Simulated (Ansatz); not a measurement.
# SiH2F (SMILES F[SiH2]): UBLYP/STO-3G

What is the electronic atomisation energy of SiH2F at UBLYP/STO-3G? 

Program for the calculation: Ansatz 0.2.0.

46 further runs of the same task are left out: 46 set aside as unsound or not needed.

## 1. The system as given

SiH2F: 4 atoms, total charge 0, spin state doublet. SMILES: `F[SiH2]`. The shape is that of a GFN2-xTB optimisation.

Bond lengths: F1–Si2 1.621 Å, Si2–H3 1.448 Å, Si2–H4 1.448 Å. Angles: F1–Si2–H3 104.7°, F1–Si2–H4 104.7°, H3–Si2–H4 120.2°.

## 2. The energy at UBLYP/STO-3G

Input file job.yaml:

```yaml
crystal:
  periodic: [false, false, false]
  atoms:
    - {symbol: F, position_ang: [1.205590, 0.647540, -0.425510]}
    - {symbol: Si, position_ang: [-0.122150, -0.264920, -0.246870]}
    - {symbol: H, position_ang: [-1.219930, 0.678520, -0.261640]}
    - {symbol: H, position_ang: [0.136490, -1.061140, 0.934020]}
basis:
  gaussian: {orbitals: STO-3G}
hamiltonian: {xc: {name: BLYP}}
magnetization: {spin_polarized: true, initial_magnetization: 1}
accuracy: high
```

Command:

```
ansatz run job.yaml --threads 1 --pin off --max-ram 2610MiB --events-out events.jsonl --progress --plain --runs-dir runs
```

What it wrote:

```text
Warning: RAYON_NUM_THREADS=1 ignored (pool sized by the plan → 1); use --threads N
Functional definition: BLYP
  name "BLYP"
  parameter beta = 0.0042
  parameter a = 0.04918
  parameter b = 0.132
  parameter c = 0.2533
  parameter d = 0.349
  exchange = b88_x(beta = beta)
  correlation = lyp_c(a = a, b = b, c = c, d = d)
270 factors; integrals over basis functions are off by at most 2.6e-8 eV
mean field evaluation 1: about -10491.6271 eV, gradient 1.1e1 eV
mean field evaluation 2: about -10488.9612 eV, gradient 2.3e1 eV
mean field evaluation 4: about -10492.4950 eV, gradient 6.0e-1 eV
mean field evaluation 8: about -10492.4675 eV, gradient 4.3e-3 eV
mean field evaluation 16: about -10492.4675 eV, gradient 1.5e-8 eV
mean field -10492.46753786 eV, -385.5910699664 hartree, gradient 1.4e-8 eV, S^2 0.750175; 0 other end points of the search recorded, 0 dependent functions left out
reference -10492.46756817 eV, -385.5910710805 hartree; 13, 12 occupied and 3, 4 virtual orbitals, 270 factors
Total energy: -10492.46756817 eV, -385.5910710805 hartree
```

It took 1.2 s on 1 thread of Arm Neoverse V1, shared host; peak memory 0.11 GiB.

## 3. The F atom at the same level

Input file input.yaml:

```yaml
crystal:
  periodic: [false, false, false]
  atoms:
    - symbol: F
      position_ang: [0.000000, 0.000000, 0.000000]
basis:
  gaussian: {orbitals: STO-3G}
magnetization: {spin_polarized: true, initial_magnetization: 1}
hamiltonian: {xc: {name: BLYP}}
accuracy: high
```

Command:

```
ansatz run input.yaml --threads 1 --pin off --max-ram 2610MiB --events-out events.jsonl --progress --plain --runs-dir runs
```

What it wrote, shortened:

```text
Warning: RAYON_NUM_THREADS=1 ignored (pool sized by the plan → 1); use --threads N
[... 9 set-up lines as earlier in the session ...]
15 factors; integrals over basis functions are off by at most 1.2e-9 eV
mean field evaluation 1: about -2673.1267 eV, gradient 1.0e-11 eV
mean field evaluation 2: about -2673.1279 eV, gradient 3.4e-11 eV
mean field evaluation 4: about -2673.1273 eV, gradient 0.0e0 eV
mean field evaluation 8: about -2673.1275 eV, gradient 2.7e-2 eV
mean field evaluation 16: about -2673.1272 eV, gradient 6.9e-13 eV
mean field -2673.12786617 eV, -98.2356371706 hartree, gradient 0.0e0 eV, S^2 0.750000; 5 other end points of the search recorded, 0 dependent functions left out
reference -2673.12787566 eV, -98.2356375193 hartree; 5, 4 occupied and 0, 1 virtual orbitals, 15 factors
Total energy: -2673.12787566 eV, -98.2356375193 hartree
```

It took 0.44 s on 1 thread of Arm Neoverse V1, shared host.

## 4. The H atom

Input file job.yaml:

```yaml
crystal:
  periodic: [false, false, false]
  atoms:
    - symbol: H
      position_ang: [0.000000, 0.000000, 0.000000]
basis:
  gaussian: {orbitals: STO-3G}
magnetization: {spin_polarized: true, initial_magnetization: 1}
hamiltonian: {xc: {name: BLYP}}
accuracy: high
```

Run the same way, it converges to -0.46274 Eh (log not shown).

## 5. The Si atom

Input file job.yaml:

```yaml
crystal:
  periodic: [false, false, false]
  atoms:
    - {symbol: Si, position_ang: [0.000000, 0.000000, 0.000000]}
basis:
  gaussian: {orbitals: STO-3G}
magnetization: {spin_polarized: true, initial_magnetization: 2}
hamiltonian: {xc: {name: BLYP}}
accuracy: high
```

Run the same way, it converges to -285.90455 Eh (log not shown).

## 6. Outcome

Level: UBLYP/STO-3G.

| quantity | value |
| --- | --- |
| molecule: total energy | -385.59107 Eh |
| molecule: ⟨S²⟩ | 0.750 |
| F atom: total energy | -98.23564 Eh |
| F atom: ⟨S²⟩ | 0.750 |
| H atom: total energy | -0.46274 Eh |
| H atom: ⟨S²⟩ | 0.750 |
| Si atom: total energy | -285.90455 Eh |
| Si atom: ⟨S²⟩ | 2.000 |
| electronic atomisation energy | 14.297 eV |

Taking the molecule apart into free atoms costs 14.30 eV (330 kcal/mol), before zero-point energy and without spin-orbit coupling. In a minimal basis such a difference can be off by several eV, whatever the method.
